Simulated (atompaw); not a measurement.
# Te: related potentials compared

One potential is built and tested. Then a few of its settings are changed, to learn what that costs or gains.

Program: atompaw 4.2.0.5. Reference atom: LDA (PW92), non-relativistic, spherical and spin-unpolarised. All values are calculated.

2 further runs of the same task are left out: 2 set aside as unsound or not needed.

## (1) The design

Typed settings, in words:

```
element                 : tellurium (Te, Z = 52)
type                    : PAW
frozen core             : [Kr] 4d10
valence charge          : 6
reference configuration : 5s2 5p2 (charge +2)
partial waves           : 5s (bound): rc 1.90 bohr; 5s channel at 0.7 Ry: rc 1.90 bohr; 5p (bound): rc 1.95 bohr; 5p channel at 0.35 Ry: rc 1.95 bohr
local potential         : bessel scheme, radius 1.25 bohr
core correction         : smooth core density matched at 1.30 bohr
augmentation charge     : sinc compensation charge, radius 1.65 bohr; PAW radius 1.95 bohr; waves and projectors: custom polynom vanderbiltortho
```

The nodes and maxima of the atom's own shells, from an earlier all-electron run, set the scale for the radii.

All-electron outer shells of the reference configuration (LDA (PW92), non-relativistic, ld1.x):

| shell | level (eV) | outermost node (bohr) | outermost maximum (bohr) |
| --- | --- | --- | --- |
| 5s | -31.58 | 0.95 | 1.82 |
| 5p | -22.51 | 1.01 | 2.06 |
| 5d | -10.67 | 1.22 | 2.93 |
| 4f | -5.04 | – | 3.95 |

## (2) Generation of the first potential

Input file Te.input:

```
Te 52
LDA-PW loggrid 1500 logderivrange -4 5 226
5 5 4 0 0 0
5 1 2
0 0 0
c
c
c
c
v
c
c
c
v
c
c
1
1.95 1.65 1.25 1.30
y
0.7
n
y
0.35
n
custom polynom vanderbiltortho sinc
bessel
1.90
1.90
1.95
1.95
PWSCFOUT
UPFDX 0.0125d0 UPFXMIN -7.d0 UPFZMESH 52.d0
END
```

On the command line:

```console
atompaw < Te.input > Te.log
```

The output, the file Te (summary file):

```text
 Completed calculations for Te (AE)

 Exchange-correlation type: LDA, Perdew-Wang correlation

 Radial integration grid is logarithmic 
 r0 =   1.6774151E-04 h =   8.7225585E-03   n =      1500 rmax =   8.0000000E+01

 Non-relativistic calculation

 AEatom converged in  24 iterations
   nz     =  52.00
   delta  =       3.034266547121E-17

 All Electron Orbital energies:         
  n  l      occupancy      energy
  1  0      2.0000000E+00 -2.2331085E+03
  2  0      2.0000000E+00 -3.3547849E+02
  3  0      2.0000000E+00 -6.7705567E+01
  4  0      2.0000000E+00 -1.2566784E+01
  5  0      2.0000000E+00 -2.3211698E+00
  2  1      6.0000000E+00 -3.1505351E+02
  3  1      6.0000000E+00 -5.9152240E+01
  4  1      6.0000000E+00 -9.6201463E+00
  5  1      2.0000000E+00 -1.6546055E+00
  3  2      1.0000000E+01 -4.3206583E+01
  4  2      1.0000000E+01 -4.6307265E+00

 Total energy
   Total                    :   -13215.15648280747882

 ---
 Completed calculations for Te (SC)

 Exchange-correlation type: LDA, Perdew-Wang correlation

 Radial integration grid is logarithmic 
 r0 =   1.6774151E-04 h =   8.7225585E-03   n =      1500 rmax =   8.0000000E+01

 Non-relativistic calculation

 SCatom converged in   1 iterations
   nz     =  52.00
   delta  =       1.124662853758E-19

 Valence Electron Orbital energies:         
  n  l      occupancy      energy
   5  0      2.0000000E+00 -2.3211698E+00
   5  1      2.0000000E+00 -1.6546055E+00

 Total energy
   Total                    :   -13215.15648280760797
   Valence                  :     -340.18936654381332

 PAW parameters: 
       lmax =            1
         rc =    1.9637501172663949     
        irc =         1075
   rc_shape =    1.6638130102330786     
    rc_vloc =    1.2585466855543463     
    rc_core =    1.3032386491452730     
   Vloc: truncated form - Vps(r)=A.sin(qr)/r for r<rc
   Projector type: polynomial pseudization + Vanderbilt ortho.
   Sinc^2 compensation charge shape zeroed at   1.6638E+00

 Number of basis functions     4
 No.   n  nodes  l      Energy         Cp coeff         Occ
  1    5    4    0   -0.2321170E+01  0.1888987E+02  0.2000000E+01
  2  999    5    0    0.7000000E+00  0.3071670E+00  0.0000000E+00
  3    5    3    1   -0.1654606E+01  0.1170675E+03  0.2000000E+01
  4  999    4    1    0.3500000E+00  0.1489981E+02  0.0000000E+00

 Eigenvalues of overlap operator (in the basis of projectors):
    1        2.08100294E-02
    2        5.08803700E-01
    3        6.70694175E+01
    4        6.74553709E+02

 Orbital leakage outside PAW augmentation regions
   orb  is_core?  %out_of_sphere
   1 0    T           0.00
   2 0    T           0.00
   3 0    T           0.00
   4 0    T           0.09
   5 0    F          51.36
   2 1    T          -0.00
   3 1    T           0.00
   4 1    T           0.23
   5 1    F          67.14
   3 2    T           0.00
   4 2    T           1.87

 Summary of PAW energies
   Total valence energy     :   -340.18936929527075
   Smooth energy            :      9.65664198596927
   One center               :   -349.84601128124001
   Smooth kinetic           :      3.68716600819530
   Vloc energy              :     -0.06696611768978
   Smooth exch-corr         :    -27.07048342836871
   One-center xc            :   -302.86587490310012
```

Wall time 0.28 s (1 thread, shared host).

Partial waves on a coarse radial grid (AE all-electron, PS pseudo):

| r (bohr) | 5s AE | 5s PS | 5p AE | 5p PS |
| --- | --- | --- | --- | --- |
| 0.075 | -0.1791 | -0.0067 | -0.1489 | 0.0006 |
| 0.150 | 0.0228 | -0.0118 | 0.0854 | 0.0025 |
| 0.225 | 0.2609 | -0.0135 | 0.2322 | 0.0059 |
| 0.300 | 0.2261 | -0.0104 | 0.1739 | 0.0113 |
| 0.375 | 0.0279 | -0.0014 | 0.0095 | 0.0190 |
| 0.450 | -0.1900 | 0.0147 | -0.1629 | 0.0297 |
| 0.525 | -0.3467 | 0.0385 | -0.2904 | 0.0439 |
| 0.600 | -0.4170 | 0.0703 | -0.3557 | 0.0622 |
| 0.675 | -0.4068 | 0.1100 | -0.3620 | 0.0851 |
| 0.750 | -0.3353 | 0.1572 | -0.3213 | 0.1129 |
| 0.825 | -0.2236 | 0.2111 | -0.2475 | 0.1457 |
| 0.900 | -0.0903 | 0.2706 | -0.1531 | 0.1836 |
| 0.975 | 0.0503 | 0.3342 | -0.0483 | 0.2262 |
| 1.050 | 0.1880 | 0.4001 | 0.0593 | 0.2730 |
| 1.125 | 0.3162 | 0.4667 | 0.1644 | 0.3231 |
| 1.200 | 0.4310 | 0.5318 | 0.2633 | 0.3754 |
| 1.275 | 0.5302 | 0.5937 | 0.3539 | 0.4287 |
| 1.350 | 0.6135 | 0.6504 | 0.4349 | 0.4817 |
| 1.425 | 0.6809 | 0.7005 | 0.5058 | 0.5327 |
| 1.500 | 0.7334 | 0.7426 | 0.5665 | 0.5805 |
| 1.575 | 0.7721 | 0.7757 | 0.6172 | 0.6236 |
| 1.650 | 0.7986 | 0.7997 | 0.6586 | 0.6610 |
| 1.725 | 0.8140 | 0.8143 | 0.6913 | 0.6919 |
| 1.800 | 0.8201 | 0.8201 | 0.7159 | 0.7160 |
| 1.875 | 0.8179 | 0.8179 | 0.7332 | 0.7332 |
| 1.950 | 0.8088 | 0.8088 | 0.7439 | 0.7439 |

## (3) Logarithmic derivatives

Taken from the files of the generation run. The phase is arctan(r·u′/u) with u = r·R, unwrapped, with energies in Ry. A pole is an energy at which the radial function vanishes at the test radius. The pseudo phase is shifted by a multiple of π to meet the all-electron one at the reference energy. Levels narrower than the energy grid can be missing from the poles. The last column is the largest difference on the grid between −1 and +1 Ry.

```tsv
channel	radius (bohr)	reference (Ry)	poles AE	poles PS	window around the reference with phases within 0.05 rad (Ry)	largest difference near zero (rad)
s	1.96	-2.32	1.79	1.79	the whole range	0.000
p	1.96	-1.65	3.42	3.45	the whole range	0.000
```

Phases (rad) along the scan:

| E (Ry) | p AE | p PS | s AE | s PS |
| --- | --- | --- | --- | --- |
| -4.00 | 1.166 | 1.169 | 0.976 | 0.976 |
| -3.52 | 1.103 | 1.104 | 0.797 | 0.797 |
| -3.04 | 1.010 | 1.011 | 0.469 | 0.469 |
| -2.56 | 0.864 | 0.864 | -0.090 | -0.090 |
| -2.08 | 0.611 | 0.611 | -0.673 | -0.673 |
| -1.60 | 0.168 | 0.168 | -1.028 | -1.028 |
| -1.12 | -0.415 | -0.414 | -1.222 | -1.222 |
| -0.64 | -0.858 | -0.858 | -1.338 | -1.338 |
| -0.16 | -1.112 | -1.112 | -1.413 | -1.413 |
| 0.32 | -1.259 | -1.259 | -1.467 | -1.467 |
| 0.80 | -1.353 | -1.353 | -1.508 | -1.508 |
| 1.28 | -1.418 | -1.418 | -1.542 | -1.542 |
| 1.76 | -1.466 | -1.466 | -1.569 | -1.569 |
| 2.24 | -1.503 | -1.503 | -1.594 | -1.594 |
| 2.72 | -1.534 | -1.533 | -1.616 | -1.616 |
| 3.20 | -1.560 | -1.559 | -1.637 | -1.637 |
| 3.68 | -1.583 | -1.581 | -1.658 | -1.658 |
| 4.16 | -1.604 | -1.602 | -1.679 | -1.680 |
| 4.64 | -1.624 | -1.621 | -1.701 | -1.703 |

## (4) Cutoff and ghost test in a Bessel basis

This step uses the generator's waves and projectors in a separate script. Basis: spherical Bessel functions vanishing at 20 bohr, q² up to the cutoff; potential fixed at the reference.

All-electron valence levels (Ry): 5s -2.3212, 5p -1.6546. The lowest levels of each channel (Ry) by cutoff; the last column sums, over occupied levels, occupation times the distance from the level at 400 Ry. A positive value at high cutoff is not a bound level.

| cutoff (Ry) | s #1 | s #2 | p #1 | p #2 | d #1 | f #1 | Σ f·Δε (mRy) |
| --- | --- | --- | --- | --- | --- | --- | --- |
| 8 | -2.3701 | -0.7615 | -1.6487 | -0.5608 | -1.3044 | -0.3358 | 109.7 |
| 10 | -2.3864 | -0.7887 | -1.6504 | -0.5609 | -1.4264 | -0.3381 | 139.0 |
| 12 | -4.8229 | -2.2930 | -1.6523 | -0.5612 | -1.5375 | -0.3398 | 61.0 |
| 15 | -10.7897 | -2.3187 | -1.6538 | -0.5615 | -1.6325 | -0.3415 | 6.5 |
| 18 | -17.0732 | -2.3203 | -1.6540 | -0.5615 | -1.7383 | -0.3423 | 2.9 |
| 21 | -18.9810 | -2.3204 | -2.2931 | -1.6540 | -1.7846 | -0.3429 | 2.8 |
| 25 | -19.8177 | -2.3206 | -4.4661 | -1.6541 | -1.8148 | -0.3434 | 2.0 |
| 30 | -20.1930 | -2.3210 | -5.4122 | -1.6544 | -1.8386 | -0.3437 | 0.8 |
| 35 | -20.2416 | -2.3211 | -5.7355 | -1.6545 | -1.8475 | -0.3438 | 0.2 |
| 40 | -20.2428 | -2.3211 | -5.8002 | -1.6546 | -1.8500 | -0.3438 | 0.1 |
| 400 | -20.2551 | -2.3212 | -5.8239 | -1.6546 | -1.8506 | -0.3438 | 0.0 |

The sum stays within 10 mRy from 15 Ry and within 1 mRy from 30 Ry. The sum leaves out empty levels, which can need more. Ghost test: ghost states, bound below the all-electron valence or empty levels of the same l: s at -275.6 eV, p at -79.2 eV, d at -25.2 eV.

## (5) Now with scalar-relativistic; reference 5s2 5p3

Edit Te.input of step 2 so:

```diff
@@ -1,5 +1,5 @@
 Te 52
-LDA-PW loggrid 1500 logderivrange -4 5 226
+LDA-PW scalarrelativistic loggrid 1500 logderivrange -4 5 226
 5 5 4 0 0 0
-5 1 2
+5 1 3
 0 0 0
```

On the command line:

```console
atompaw < Te.input > Te.log
```

The output, the file Te (summary file):

```text
 Completed calculations for Te (AE)

 Exchange-correlation type: LDA, Perdew-Wang correlation

 Radial integration grid is logarithmic 
 r0 =   1.6774151E-04 h =   8.7225585E-03   n =      1500 rmax =   8.0000000E+01

 Scalar relativistic calculation

 AEatom converged in  25 iterations
   nz     =  52.00
   delta  =       1.080151460940E-15

 All Electron Orbital energies:         
  n  l      occupancy      energy
  1  0      2.0000000E+00 -2.3227506E+03
  2  0      2.0000000E+00 -3.5683274E+02
  3  0      2.0000000E+00 -7.1510003E+01
  4  0      2.0000000E+00 -1.2721310E+01
  5  0      2.0000000E+00 -1.7443404E+00
  2  1      6.0000000E+00 -3.2057893E+02
  3  1      6.0000000E+00 -5.9724217E+01
  4  1      6.0000000E+00 -9.0607606E+00
  5  1      3.0000000E+00 -1.0209635E+00
  3  2      1.0000000E+01 -4.1851665E+01
  4  2      1.0000000E+01 -3.7300577E+00

 Total energy
   Total                    :   -13576.96898556243104

 ---
 Completed calculations for Te (SC)

 Exchange-correlation type: LDA, Perdew-Wang correlation

 Radial integration grid is logarithmic 
 r0 =   1.6774151E-04 h =   8.7225585E-03   n =      1500 rmax =   8.0000000E+01

 Scalar relativistic calculation

 SCatom converged in   4 iterations
   nz     =  52.00
   delta  =       1.272319208567E-15

 Valence Electron Orbital energies:         
  n  l      occupancy      energy
   5  0      2.0000000E+00 -1.7443404E+00
   5  1      3.0000000E+00 -1.0209635E+00

 Total energy
   Total                    :   -13576.96898556274391
   Valence                  :     -350.28282623722322

 PAW parameters: 
       lmax =            1
         rc =    1.9637501172663949     
        irc =         1075
   rc_shape =    1.6638130102330786     
    rc_vloc =    1.2585466855543463     
    rc_core =    1.3032386491452730     
   Vloc: truncated form - Vps(r)=A.sin(qr)/r for r<rc
   Projector type: polynomial pseudization + Vanderbilt ortho.
   Sinc^2 compensation charge shape zeroed at   1.6638E+00

 Number of basis functions     4
 No.   n  nodes  l      Energy         Cp coeff         Occ
  1    5    4    0   -0.1744340E+01  0.3077181E+02  0.2000000E+01
  2  999    5    0    0.7000000E+00  0.1054471E+01  0.0000000E+00
  3    5    3    1   -0.1020963E+01  0.2820867E+03  0.3000000E+01
  4  999    4    1    0.3500000E+00  0.5561656E+02  0.0000000E+00

 Eigenvalues of overlap operator (in the basis of projectors):
    1        2.69529508E-02
    2        8.23326845E-01
    3        9.76185446E+01
    4        1.74604980E+03

 Orbital leakage outside PAW augmentation regions
   orb  is_core?  %out_of_sphere
   1 0    T           0.00
   2 0    T           0.00
   3 0    T           0.00
   4 0    T           0.05
   5 0    F          49.38
   2 1    T           0.00
   3 1    T           0.00
   4 1    T           0.21
   5 1    F          70.21
   3 2    T           0.00
   4 2    T           2.11

 Summary of PAW energies
   Total valence energy     :   -350.28284159952170
   Smooth energy            :      8.54472573331655
   One center               :   -358.82756733283827
   Smooth kinetic           :      4.27013717596003
   Vloc energy              :     -0.07408780138268
   Smooth exch-corr         :    -27.12672681652968
   One-center xc            :   -312.00827694733897
```

Run time: 1.7 s. Hardware: 1 thread, shared host.

Against the first potential, the loose cutoff stays at 15 Ry and a bound ghost remains (s, p, d).

## (6) Changed: reference 5s2 5p3; waves 5s (bound): rc 1.52 bohr; 5s channel at 0.7 Ry: rc 1.52 bohr; 5p …

In full, the change is: reference 5s2 5p3; waves 5s (bound): rc 1.52 bohr; 5s channel at 0.7 Ry: rc 1.52 bohr; 5p (bound): rc 1.56 bohr; 5p channel at 0.35 Ry: rc 1.56 bohr; local potential bessel scheme, radius 1.00 bohr; core correction smooth core density matched at 1.04 bohr (was smooth core density matched at 1.30 bohr); augmentation sinc compensation charge, radius 1.32 bohr; PAW radius 1.56 bohr; waves and projectors: custom polynom vanderbiltortho.

Input file Te.input:

```
Te 52
LDA-PW loggrid 1500 logderivrange -4 5 226
5 5 4 0 0 0
5 1 3
0 0 0
c
c
c
c
v
c
c
c
v
c
c
1
1.56 1.32 1.00 1.04
y
0.7
n
y
0.35
n
custom polynom vanderbiltortho sinc
bessel
1.52
1.52
1.56
1.56
PWSCFOUT
UPFDX 0.0125d0 UPFXMIN -7.d0 UPFZMESH 52.d0
END
```

On the command line:

```console
atompaw < Te.input > Te.log
```

What the program wrote to the file Te (summary file):

```text
 Completed calculations for Te (AE)

 Exchange-correlation type: LDA, Perdew-Wang correlation

 Radial integration grid is logarithmic 
 r0 =   1.6774151E-04 h =   8.7225585E-03   n =      1500 rmax =   8.0000000E+01

 Non-relativistic calculation

 AEatom converged in  23 iterations
   nz     =  52.00
   delta  =       8.320724127010E-15

 All Electron Orbital energies:         
  n  l      occupancy      energy
  1  0      2.0000000E+00 -2.2323348E+03
  2  0      2.0000000E+00 -3.3471108E+02
  3  0      2.0000000E+00 -6.6940904E+01
  4  0      2.0000000E+00 -1.1808454E+01
  5  0      2.0000000E+00 -1.6477617E+00
  2  1      6.0000000E+00 -3.1428522E+02
  3  1      6.0000000E+00 -5.8387403E+01
  4  1      6.0000000E+00 -8.8625741E+00
  5  1      3.0000000E+00 -1.0211380E+00
  3  2      1.0000000E+01 -4.2441670E+01
  4  2      1.0000000E+01 -3.8771025E+00

 Total energy
   Total                    :   -13216.48961877084366

 ---
 Completed calculations for Te (SC)

 Exchange-correlation type: LDA, Perdew-Wang correlation

 Radial integration grid is logarithmic 
 r0 =   1.6774151E-04 h =   8.7225585E-03   n =      1500 rmax =   8.0000000E+01

 Non-relativistic calculation

 SCatom converged in   3 iterations
   nz     =  52.00
   delta  =       4.111370114831E-20

 Valence Electron Orbital energies:         
  n  l      occupancy      energy
   5  0      2.0000000E+00 -1.6477617E+00
   5  1      3.0000000E+00 -1.0211380E+00

 Total energy
   Total                    :   -13216.48961876325484
   Valence                  :     -341.47016834546469

 PAW parameters: 
       lmax =            1
         rc =    1.5652533653216407     
        irc =         1049
   rc_shape =    1.3261762186000150     
    rc_vloc =    1.0031421081330201     
    rc_core =    1.0478674619799204     
   Vloc: truncated form - Vps(r)=A.sin(qr)/r for r<rc
   Projector type: polynomial pseudization + Vanderbilt ortho.
   Sinc^2 compensation charge shape zeroed at   1.3262E+00

 Number of basis functions     4
 No.   n  nodes  l      Energy         Cp coeff         Occ
  1    5    4    0   -0.1647762E+01  0.5428388E+02  0.2000000E+01
  2  999    5    0    0.7000000E+00  0.2055003E+02  0.0000000E+00
  3    5    3    1   -0.1021138E+01  0.1517974E+03  0.3000000E+01
  4  999    4    1    0.3500000E+00  0.3126540E+02  0.0000000E+00

 Eigenvalues of overlap operator (in the basis of projectors):
    1        4.04999325E+00
    2        2.22062111E+01
    3        2.83811765E+02
    4        1.96093300E+03

 Orbital leakage outside PAW augmentation regions
   orb  is_core?  %out_of_sphere
   1 0    T           0.00
   2 0    T           0.00
   3 0    T           0.00
   4 0    T           0.98
   5 0    F          78.96
   2 1    T          -0.00
   3 1    T           0.00
   4 1    T           1.90
   5 1    F          88.37
   3 2    T           0.00
   4 2    T           7.50

 Summary of PAW energies
   Total valence energy     :   -341.47016715636261
   Smooth energy            :     45.07882651472995
   One center               :   -386.54899367109255
   Smooth kinetic           :      7.39550775091191
   Vloc energy              :      0.30549123732461
   Smooth exch-corr         :    -46.71113105381330
   One-center xc            :   -283.85026470030658
```

Run time: 0.29 s. Hardware: 1 thread, shared host.

With this change the loose cutoff goes from 15 Ry to 30 Ry and a bound ghost remains (s, p, d).

## (7) All runs side by side

Cutoffs, loose and tight: the cutoffs (Ry, on a coarse ladder) from which the occupation-weighted sum of valence levels, in a spherical-Bessel basis at the reference potential, stays within 10 and 1 mRy of its value at 400 Ry; empty and scattering waves don't count. The number of plane waves in a given cell goes as the cutoff to the power 3/2; it is given for the loose cutoff, relative to the first potential. The phase difference is the largest within 1 Ry of zero, over the channels with partial waves.

```tsv
change	outcome	cutoff, loose	cutoff, tight	plane waves, relative	bound ghosts	phase difference near zero (rad)	lowest overlap eigenvalue (Bessel basis)
first potential	generated	15 Ry	30 Ry	1.00	s, p, d	0.000	0.082
scalar-relativistic; reference 5s2 5p3	generated	15 Ry	30 Ry	1.00	s, p, d	0.000	0.068
reference 5s2 5p3; waves 5s (bound): rc 1.52 bohr; 5s channel at 0.7 Ry: rc 1.52 bohr; 5p (bound): rc 1.56 bohr; 5p channel at 0.35 Ry: rc 1.56 bohr; local potential bessel scheme, radius 1.00 bohr; core correction smooth core density matched at 1.04 bohr (was smooth core density matched at 1.30 bohr); augmentation sinc compensation charge, radius 1.32 bohr; PAW radius 1.56 bohr; waves and projectors: custom polynom vanderbiltortho	generated	30 Ry	50 Ry	2.83	s, p, d	0.000	0.569
```

2 of the potentials share the lowest cutoff, 15 Ry; the highest cutoff read, 30 Ry, costs 2.8 times the plane waves. 3 of the 3 potentials written have a bound ghost.

The first potential by itself. A bound ghost (s, p, d) makes it unfit for use: electrons can fall into a state that the atom doesn't have. By its cutoff, 15 Ry for the looser tolerance, it is soft on the atom at that tolerance. Near zero energy the phases of the channels with partial waves agree within 0.001 rad.
